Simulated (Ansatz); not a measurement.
# ScIr: squeezing one contact

The task here is to estimate one member of a computed series from the others.

Program: Ansatz 0.2.0. Level of theory: DFT LDA, with the methods named in each step. These are calculated values, not measurements.

1 further run of the same task is left out (it didn't finish). Runs told in other sessions of the task aren't counted.

## The system as given

Symmetry: Pm-3m, No. 221, cubic system. The conventional cell has a = 3.206 Å, b = 3.206 Å, c = 3.206 Å, α = 90.00°, β = 90.00°, γ = 90.00°. Sc (site symmetry m-3m) has 8 Ir at 2.78 Å in its first shell of neighbours. Around Ir (site symmetry m-3m) lie 8 Sc at 2.78 Å.

Coordinates:

```
CELL_PARAMETERS angstrom
3.20600 0.00000 0.00000
0.00000 3.20600 0.00000
0.00000 0.00000 3.20600
ATOMIC_POSITIONS crystal
Sc 0.50000 0.50000 0.50000
Ir 0.00000 0.00000 0.00000
```

Atoms are numbered in the order of the input: Sc1, Ir2.

Set-up of the first run:

The input, input.yaml:

```yaml
crystal:
  lattice:
    - [3.206, 0.0, 0.0]
    - [0.0, 3.206, 0.0]
    - [0.0, 0.0, 3.206]
  atoms:
    - { symbol: Sc, position: [0.5, 0.5, 0.5] }
    - { symbol: Ir, position: [0.0, 0.0, 0.0] }
kpoints:
  mp_grid: { grid: [9, 9, 9] }
scf:
  occupations: { method: fermi_dirac, width: 0.05 }
hamiltonian:
  xc: lda
  pseudopotentials: { kind: paw }
output:
  forces: true
  stress: true
  eigenvalues: true
  populations: true
```

The run is started by

```console
ansatz run input.yaml --threads 1 --pin off --max-ram 2048MiB --backend cpu --events-out ev --progress --plain --runs-dir out
```

Steps of the session up to this table: Shortest bond scaled by 1, PAW; Shortest bond scaled by 0.94, PAW; Shortest bond scaled by 0.82, PAW; Shortest bond scaled by 0.7, PAW; Shortest bond scaled by 0.64, PAW; Shortest bond scaled by 0.64, PAW (level accurate).

One of the session's tables, all rows but one given; the rest of the session is left out.

| method | length (Å) | F from the given length (eV/cell) | force along the bond (eV/Å) | pressure (GPa) | largest force (eV/Å) |
| --- | --- | --- | --- | --- | --- |
| PAW | 1.777 | 5.491 | 18.571 | 66.15 | 18.571 |
| PAW | 1.944 | 3.151 | 10.703 | 38.53 | 10.703 |
| PAW | 2.277 | ? | ? | ? | ? |
| PAW | 2.610 | 0.072 | 0.890 | -5.97 | 0.890 |
| PAW | 2.776 | 0.000 | 0.000 | -7.42 | 0.000 |
| PAW (level accurate) | 1.777 | – | 18.662 | 66.43 | 18.662 |

**Question.** Estimate the row for PAW, 2.277.

As computed: F from the given length (eV/cell): 0.817; force along the bond (eV/Å): 4.027; pressure (GPa): 7.34; largest force (eV/Å): 4.027.
